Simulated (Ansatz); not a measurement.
**CHGeO (sextet): the correlation ladder, cc-pVTZ**

The task here is to estimate one member of a computed series from the others.

Program: Ansatz 0.2.0, Gaussian basis. Level of theory: cc-pVTZ, core rule «outside noble gas», up to 16 orbitals frozen. These are calculated values, not measurements.

Plan: UHF; CCSD(T) on ROHF; CCSD(T) on UHF; BCCD(T) on ROHF; CCSDT(Q) on ROHF; CCSDT(Q) on UHF.

4 further runs of the same task are left out: 1 for a known fault of the program, 3 set aside as unsound or not needed. Runs told in other sessions of the task aren't counted.

**The system**

The geometry is a PBE0/def2-TZVP stationary point (not a proven minimum) of the parent state, kept for this charge and spin. No spin-orbit coupling is included. The filled d shell of Ge may be among the frozen orbitals whatever the setting's name suggests.

4 atoms, charge 0, spin multiplicity 6.

Atoms are counted from 1 here; the program's logs count them from 0.

Bond lengths: C1–Ge2 1.966 Å, Ge2–O3 1.786 Å, O3–H4 0.962 Å. Angles: C1–Ge2–O3 99.3°, Ge2–O3–H4 113.3°.

As a file:

| atom | x (Å) | y (Å) | z (Å) |
| --- | --- | --- | --- |
| C1 | 0.0000 | -1.0331 | 1.4931 |
| Ge2 | 0.0000 | 0.3348 | 0.0815 |
| O3 | 0.0000 | -0.7291 | -1.3534 |
| H4 | 0.0000 | -0.2451 | -2.1852 |

Set-up of the first run:

File in.yaml:

```yaml
crystal:
  periodic: [false, false, false]
  atoms:
    - {symbol: C, position_ang: [0.000000, -1.033092, 1.493061]}
    - {symbol: Ge, position_ang: [0.000000, 0.334803, 0.081537]}
    - {symbol: O, position_ang: [0.000000, -0.729085, -1.353363]}
    - {symbol: H, position_ang: [0.000000, -0.245076, -2.185226]}
basis:
  gaussian: {orbitals: cc-pVTZ}
magnetization: {spin_polarized: true, initial_magnetization: 5}
hamiltonian: {xc: hf}
output: {orbitals: {seedname: orbitals}}
```

Command:

```sh
ansatz run in.yaml --threads 1 --pin off --events-out ev --progress --plain --max-ram 2560MiB --backend cpu
```

Among the steps run: UHF; CCSD(T) on ROHF; CCSD(T) on UHF; BCCD(T) on ROHF; CCSDT(Q) on ROHF; CCSDT(Q) on UHF.

One of the session's tables, all rows but one given; the rest of the session is left out.

```
   method  from RCCSDT(Q) (meV)
     ROHF              +11468.0
      UHF              +11328.3
     RMP2               +1073.3
     UMP2               +1060.2
    RCCSD                +489.4
    UCCSD                +467.1
 RCCSD(T)                 +52.0
 UCCSD(T)                 +34.4
  BCCD(T)                     ?
   RCCSDT                 +21.6
   UCCSDT                  +3.8
RCCSDT(Q)                     0
UCCSDT(Q)                 -22.0
```

**Question.** Estimate the row for BCCD(T).

As computed: from RCCSDT(Q) (meV): +49.0. In the column «from RCCSDT(Q) (meV)» it lies between UCCSD(T) (+34.4) and RCCSD(T) (+52.0).

To keep in mind: Restricted and unrestricted rows rest on different reference determinants; a gap between their highest levels can come from leftover correlation error, from unlike frozen cores or from another state.
